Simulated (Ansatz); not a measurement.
# Zn3O: the cost of one run

Program: Ansatz 0.2.0. Level of theory: DFT PBE, scalar-relativistic, plane waves, PAW. These are calculated values, not measurements.

5 further runs of the same task are left out: 5 set aside as unsound or not needed.

## (1) The starting structure

The structure is tetragonal, space group I4/mmm (No. 139). The conventional cell has a = 3.550 Å, b = 3.550 Å, c = 7.930 Å, α = 90.00°, β = 90.00°, γ = 90.00°. Zn (site symmetry 4/mmm) has 4 O at 2.51 Å and 8 Zn at 2.66 Å as nearest neighbours. Zn (site symmetry -4m2) has 8 Zn at 2.51 to 2.66 Å and 4 O at 2.66 Å as nearest neighbours. O (site symmetry 4/mmm) is surrounded by 12 Zn at 2.51 to 2.66 Å.

As a file:

```xyz
4
Lattice="-1.7751 1.7751 3.9652 1.7751 -1.7751 3.9652 1.7751 1.7751 -3.9652" Properties=species:S:1:pos:R:3 pbc="T T T"
Zn    0.0000    0.0000    3.9652
Zn    1.7751    0.0000    1.9826
Zn    0.0000    1.7751    1.9826
O     0.0000    0.0000    0.0000
```

This is candidate A: TiAl3 (D0_22) type (I4/mmm, No. 139).

(A quick probe on a coarse mesh, which set the mesh and smearing, is not shown.)

## (3) Coarse relaxation (candidate A)

File input.yaml:

```yaml
crystal:
  lattice:
    - [-1.7751224934, 1.7751224934, 3.9652086866]
    - [1.7751224934, -1.7751224934, 3.9652086866]
    - [1.7751224934, 1.7751224934, -3.9652086866]
  atoms:
    - { symbol: Zn, position: [0.5, 0.5, 0.0] }
    - { symbol: Zn, position: [0.25, 0.75, 0.5] }
    - { symbol: Zn, position: [0.75, 0.25, 0.5] }
    - { symbol: O, position: [0.0, 0.0, 0.0] }
basis:
  ecutwfc: 420
kpoints:
  mp_grid: { grid: [6, 6, 6] }
hamiltonian:
  xc: pbe
scf:
  occupations: { method: gaussian, width: 0.1 }
  lower_state_search: "off"
output:
  forces: true
  stress: true
  eigenvalues: true
relax:
  adjacent_minimum: "off"
  f_tol: 0.04
  max_steps: 70
  cell: { stress_tol: 0.4 }
```

Run with:

```console
$ ansatz run input.yaml --threads 1 --pin off --max-ram 2560MiB --backend cpu --events-out ev --progress --plain --runs-dir out
```

What time and memory should one allow on 1 thread of Intel Xeon Platinum 8259CL at 2.50GHz (Skylake/Cascade Lake), shared host?

About 56 s, with a peak of 0.45 GiB.
